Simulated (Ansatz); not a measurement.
# LuTl3: how the settings move a single-point run

How sensitive is a single-point run of LuTl3 to its settings? A reference run comes first, then one run with altered input.

Program: Ansatz 0.2.0. Level of theory: reference: DFT, LDA, all-electron LAPW, scalar-relativistic. These are calculated values, not measurements.

### 1 Starting point

It takes space group Pm-3m (No. 221, cubic). Conventional cell: a = 4.688 Å, b = 4.688 Å, c = 4.688 Å, α = 90.00°, β = 90.00°, γ = 90.00°. Lu (site symmetry m-3m) is surrounded by 12 Tl at 3.31 Å. Tl (site symmetry 4/mmm) is surrounded by 4 Lu at 3.31 Å and 8 Tl at 3.31 Å.

Coordinates:

```xyz
4
Lattice="4.6880 0.0000 0.0000 0.0000 4.6880 0.0000 0.0000 0.0000 4.6880" Properties=species:S:1:pos:R:3 pbc="T T T"
Lu    0.0000    0.0000    0.0000
Tl    0.0000    2.3440    2.3440
Tl    2.3440    2.3440    0.0000
Tl    2.3440    0.0000    2.3440
```

### 2 Baseline

input.yaml

```yaml
crystal:
  lattice:
    - [4.68798482, 0.0, 0.0]
    - [0.0, 4.68798482, 0.0]
    - [0.0, 0.0, 4.68798482]
  atoms:
    - { symbol: Lu, position: [0.0, 0.0, 0.0] }
    - { symbol: Tl, position: [0.0, 0.5, 0.5] }
    - { symbol: Tl, position: [0.5, 0.5, 0.0] }
    - { symbol: Tl, position: [0.5, 0.0, 0.5] }
kpoints:
  mp_grid: { grid: [7, 7, 7] }
  band_path:
    path:
      - [0.0, 0.0, 0.0]
      - [0.0, 0.5, 0.0]
      - [0.5, 0.5, 0.0]
      - [0.0, 0.0, 0.0]
      - [0.5, 0.5, 0.5]
      - [0.0, 0.5, 0.0]
      - [0.5, 0.5, 0.5]
      - [0.5, 0.5, 0.0]
    npoints: 14
scf:
  occupations: { method: fermi_dirac, width: 0.08 }
hamiltonian:
  xc: lda
  pseudopotentials: { kind: all_electron, lapw: { basis_error: 0.001 } }
output:
  forces: true
  stress: true
  eigenvalues: true
  populations: true
  dos: { projected: true, de: 0.2, e_range: [-14, 8] }
```

Started as:

```
> ansatz run input.yaml --threads 1 --pin off --max-ram 4096MiB --backend cpu --events-out ev --progress --plain --runs-dir out
```

### 3 Changed: dispersion d3bj

input.yaml, as its differences from that of step 2:

```diff
@@ -28,2 +28,3 @@
   pseudopotentials: { kind: all_electron, lapw: { basis_error: 0.001 } }
+  dispersion: d3bj
 output:
@@ -33,2 +34 @@
   populations: true
-  dos: { projected: true, de: 0.2, e_range: [-14, 8] }
```

What does the calculation give? Wanted: for each run, ending; energy change; pressure; gap; force.

The runs gave:

```
               run     ending                                     energy change  pressure (GPa)  gap (eV)  force (eV/Å)  cycles     time
         reference  converged                                                 0            -3.7      0.00          0.00      11  1.9 min
1: dispersion d3bj  converged  -386.6 meV/atom (offset of the dispersion model)            -6.3      0.00          0.00      11  1.9 min
```

Times don't compare one to one where runs were asked for different outputs or read a saved state (see the inputs); cycles may leave out searches for a lower state.

Residual by cycle in the longest SCF loop of each run; runs are numbered as in the table. The quantity is the density residual dr2, in eV.

```
cycle  reference    run 1
    1      0.169    0.169
    2     0.0241   0.0241
    3      0.043    0.043
    4     0.0129   0.0129
    5    0.00797  0.00797
    6    0.00113  0.00113
    7     9.3e-5   9.3e-5
    8     3.6e-5   3.6e-5
    9     6.8e-6   6.8e-6
   10     9.2e-7   9.2e-7
   11     2.1e-8   2.1e-8
```

The energy moves by -386.6 meV/atom, nearly all of it the dispersion term itself (-386.6 meV/atom); that offset belongs to the model and is no gain or loss of stability; the pressure goes from -3.7 to -6.3 GPa. The damping parameters are borrowed, as the log notes.
